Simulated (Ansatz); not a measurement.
**B3LYP/6-31G(d) (spherical functions) run of SiH3Cl (SMILES [SiH3]Cl)**

Aim: the electronic atomisation energy of SiH3Cl at B3LYP/6-31G* (spherical functions), from 4 runs. 

The calculation is run with Ansatz 0.2.0.

15 further runs of the same task are left out: 15 set aside as unsound or not needed.

### Step 1. The system as given

The species is SiH3Cl (5 atoms), meant as a singlet with charge 0. SMILES: `[SiH3]Cl`. Geometry: relaxed at PBE0-D4/def2-TZVP.

Bond lengths: Si1–Cl2 2.054 Å, Si1–H3 1.481 Å, Si1–H4 1.481 Å, Si1–H5 1.481 Å. Angles: Cl2–Si1–H3 108.5°, Cl2–Si1–H4 108.5°, Cl2–Si1–H5 108.5°, H3–Si1–H4 110.4°, H3–Si1–H5 110.4°, H4–Si1–H5 110.4°.

### Step 2. A single-point energy at B3LYP/6-31G(d) (spherical functions)

Input file job.yaml:

```yaml
crystal:
  periodic: [false, false, false]
  atoms:
    - symbol: Si
      position_ang: [-0.112000, 0.018600, -0.030900]
    - symbol: Cl
      position_ang: [1.838300, -0.513500, 0.329900]
    - symbol: H
      position_ang: [-0.950900, -0.488300, 1.079100]
    - symbol: H
      position_ang: [-0.534700, -0.585700, -1.314900]
    - symbol: H
      position_ang: [-0.190800, 1.495400, -0.104700]
basis:
  gaussian:
    orbitals: 6-31Gs-spherical.json
hamiltonian:
  xc: {name: B3LYP}
accuracy: high
output: {orbitals: {seedname: orbitals}}
```

The basis set 6-31G* is read from a file made from the Basis Set Exchange's data (not shown).

The run is started by

```bash
ansatz run job.yaml --threads 1 --pin off --max-ram 2610MiB --events-out events.jsonl --progress --plain --runs-dir runs
```

The program printed:

```text
Warning: RAYON_NUM_THREADS=1 ignored (pool sized by the plan → 1); use --threads N
Functional definition: B3LYP
  name "B3LYP"
  parameter a0 = 0.2
  parameter ax = 0.72
  parameter ac = 0.81
  exchange = (1 - a0 - ax)*slater_x + ax*b88_x + a0*exact_x
  correlation = (1 - ac)*vwn_rpa_c + ac*lyp_c
854 factors; integrals over basis functions are off by at most 4.0e-9 eV
mean field evaluation 1: about -20449.6361 eV, gradient 1.0e1 eV
mean field evaluation 2: about -20449.8127 eV, gradient 7.4e0 eV
mean field evaluation 4: about -20449.9637 eV, gradient 2.6e-1 eV
mean field evaluation 8: about -20450.0603 eV, gradient 1.4e-2 eV
mean field evaluation 16: about -20450.0603 eV, gradient 1.0e-6 eV
mean field -20450.06027117 eV, -751.5258534168 hartree, gradient 2.2e-8 eV, S^2 0.000000; 0 other end points of the search recorded, 0 dependent functions left out
reference -20450.06030518 eV, -751.5258546666 hartree; 17, 17 occupied and 25, 25 virtual orbitals, 854 factors
Total energy: -20450.06030518 eV, -751.5258546666 hartree
```

Wall time 1.2 s (1 thread of AMD EPYC 9R45 (Zen 5), shared host); peak memory 0.13 GiB.

### Step 3. The Cl atom

Input file input.yaml:

```yaml
crystal:
  periodic: [false, false, false]
  atoms:
    - {symbol: Cl, position_ang: [0.000000, 0.000000, 0.000000]}
basis:
  gaussian: {orbitals: 6-31Gs-spherical.json}
magnetization: {spin_polarized: true, initial_magnetization: 1}
accuracy: high
hamiltonian: {xc: {name: B3LYP}}
```

The basis set 6-31G* is read from a file made from the Basis Set Exchange's data (not shown).

Run the same way, it converges to -460.13279 Eh (log not shown).

### Step 4. The H atom

Input file job.yaml:

```yaml
crystal:
  periodic: [false, false, false]
  atoms:
    - {symbol: H, position_ang: [0.000000, 0.000000, 0.000000]}
basis:
  gaussian: {orbitals: "6-31G*"}
magnetization: {spin_polarized: true, initial_magnetization: 1}
hamiltonian: {xc: {name: B3LYP}}
accuracy: high
```

Run the same way, it converges to -0.50027 Eh (log not shown).

### Step 5. The Si atom

Input file in.yaml:

```yaml
crystal:
  periodic: [false, false, false]
  atoms:
    - {symbol: Si, position_ang: [0.000000, 0.000000, 0.000000]}
basis:
  gaussian:
    orbitals: 6-31Gs-spherical.json
magnetization:
  spin_polarized: true
  initial_magnetization: 2
hamiltonian:
  xc: {name: B3LYP}
accuracy: high
```

The basis set 6-31G* is read from a file made from the Basis Set Exchange's data (not shown).

The run is started by

```bash
ansatz run in.yaml --threads 1 --pin off --max-ram 2610MiB --events-out events.jsonl --progress --plain --runs-dir runs
```

The program printed:

```text
Warning: RAYON_NUM_THREADS=1 ignored (pool sized by the plan → 1); use --threads N
Functional definition: B3LYP
  name "B3LYP"
  parameter a0 = 0.2
  parameter ax = 0.72
  parameter ac = 0.81
  exchange = (1 - a0 - ax)*slater_x + ax*b88_x + a0*exact_x
  correlation = (1 - ac)*vwn_rpa_c + ac*lyp_c
141 factors; integrals over basis functions are off by at most 2.6e-9 eV
mean field evaluation 1: about -7874.0967 eV, gradient 2.2e0 eV
mean field evaluation 2: about -7874.1484 eV, gradient 6.3e-1 eV
mean field evaluation 4: about -7874.1531 eV, gradient 1.2e-1 eV
mean field evaluation 8: about -7874.1532 eV, gradient 7.3e-5 eV
mean field evaluation 16: about -7874.1532 eV, gradient 4.4e-2 eV
mean field -7874.15323606 eV, -289.3697941324 hartree, gradient 3.7e-8 eV, S^2 2.001919; 1 other end points of the search recorded, 0 dependent functions left out
reference -7874.15325710 eV, -289.3697949057 hartree; 8, 6 occupied and 10, 12 virtual orbitals, 141 factors
Total energy: -7874.15325710 eV, -289.3697949057 hartree
```

Run time: 0.48 s. Hardware: 1 thread of AMD EPYC 9R45 (Zen 5), shared host.

### Step 6. Results

At B3LYP/6-31G* (spherical functions):

```
                     quantity          value
       molecule: total energy  -751.52585 Eh
        molecule: HOMO energy       -8.66 eV
        molecule: LUMO energy       -0.24 eV
      molecule: HOMO–LUMO gap        8.42 eV
        Cl atom: total energy  -460.13279 Eh
                Cl atom: ⟨S²⟩          0.752
         H atom: total energy    -0.50027 Eh
                 H atom: ⟨S²⟩          0.750
        Si atom: total energy  -289.36979 Eh
                Si atom: ⟨S²⟩          2.002
electronic atomisation energy      14.217 eV
```

Taking the molecule apart into free atoms costs 14.22 eV (328 kcal/mol), before zero-point energy and without spin-orbit coupling.
